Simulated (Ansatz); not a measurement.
**CH4O2SiZn: one species, many methods**

An exercise on one series of results from a longer session: the logs are not shown, and one member is left open.

Method: functionals in def2-TZVPP, the program's frozen cores in correlated methods; program: Ansatz 0.2.0, Gaussian basis.

Levels to be run: PBE-D4, r2SCAN-D4, PBE0-D4, B3LYP-D4, ωB97X-V, ωB97M-V, B2PLYP; CCSD(T)/def2-TZVPP; MP2/def2-QZVPP; extrapolation to the limit.

## The relaxed structure

The geometry comes from an earlier relaxation with PBE0-D4 in a triple-zeta def2 set; it is a stationary point, not always the lowest conformer.

SMILES `O=C[SiH2][Zn][OH]`, 9 atoms, charge 0, spin multiplicity 1.

Atoms are counted from 1 here; the program's logs count them from 0.

Bond lengths: O1–C2 1.207 Å, C2–Si3 1.934 Å, C2–H6 1.116 Å, Si3–Zn4 2.340 Å, Si3–H7 1.492 Å, Si3–H8 1.492 Å, Zn4–O5 1.780 Å, O5–H9 0.958 Å. Angles: O1–C2–Si3 121.7°, O1–C2–H6 119.0°, Si3–C2–H6 119.3°, C2–Si3–Zn4 104.9°, C2–Si3–H7 106.9°, C2–Si3–H8 106.7°, Zn4–Si3–H7 115.8°, Zn4–Si3–H8 115.5°, H7–Si3–H8 106.3°, Si3–Zn4–O5 176.7°, Zn4–O5–H9 117.2°.

Set-up of the first run:

Contents of in.yaml:

```yaml
crystal:
  periodic: [false, false, false]
  atoms:
    - {symbol: O, position_ang: [0.785252, 1.407029, 1.402132]}
    - {symbol: C, position_ang: [0.814754, 0.220933, 1.621838]}
    - {symbol: Si, position_ang: [0.103368, -1.062796, 0.363072]}
    - {symbol: Zn, position_ang: [-0.661275, 0.220089, -1.437856]}
    - {symbol: O, position_ang: [-1.271332, 1.109187, -2.854698]}
    - {symbol: H, position_ang: [1.263708, -0.141236, 2.577560]}
    - {symbol: H, position_ang: [1.201633, -2.024953, 0.055606]}
    - {symbol: H, position_ang: [-0.943383, -1.839655, 1.089566]}
    - {symbol: H, position_ang: [-1.204223, 2.065001, -2.834220]}
basis:
  gaussian: {orbitals: def2-TZVPP}
hamiltonian: {xc: pbe, dispersion: d4}
output: {forces: true, orbitals: {seedname: orbitals}}
```

Started as:

```sh
ansatz run in.yaml --threads 4 --pin off --events-out ev --progress --plain --max-ram 10444MiB
```

Among the steps run: PBE-D4 (GGA); r2SCAN-D4 (meta-GGA); PBE0-D4 (hybrid); B3LYP-D4 (hybrid); ωB97X-V (range-separated); ωB97M-V (range-separated); B2PLYP (double hybrid); CCSD(T) in def2-TZVPP; MP2 in def2-QZVPP.

One of the session's tables, all rows but one given; the rest of the session is left out.

```
            method  atomisation energy (kJ/mol)
            PBE-D4                       3042.1
         r2SCAN-D4                       2990.1
           PBE0-D4                       2951.2
          B3LYP-D4                       2944.2
           ωB97X-V                       2990.3
           ωB97M-V                       2974.5
            B2PLYP                       2925.9
     HF/def2-TZVPP                       2008.1
    MP2/def2-TZVPP                       2962.8
   CCSD/def2-TZVPP                       2816.6
CCSD(T)/def2-TZVPP                            ?
           MP2/CBS                       3061.2
       CCSD(T)/CBS                       2975.2
```

Q: Estimate the row for CCSD(T)/def2-TZVPP from the others.

As computed: atomisation energy (kJ/mol): 2876.7. In the column «atomisation energy (kJ/mol)» it lies between CCSD/def2-TZVPP (2816.6) and B2PLYP (2925.9).

Among the levels timed on like hardware and quicker than the yardstick, those that no quicker one beats, quickest first: PBE-D4 (3.1 s, +66.9 kJ/mol); PBE0-D4 (4.3 s, -24.0 kJ/mol); r2SCAN-D4 (6.5 s, +14.9 kJ/mol); ωB97M-V (15 s, -0.7 kJ/mol).

B2PLYP carry no dispersion term (for B3LYP, D4 adds 28.1 kJ/mol).
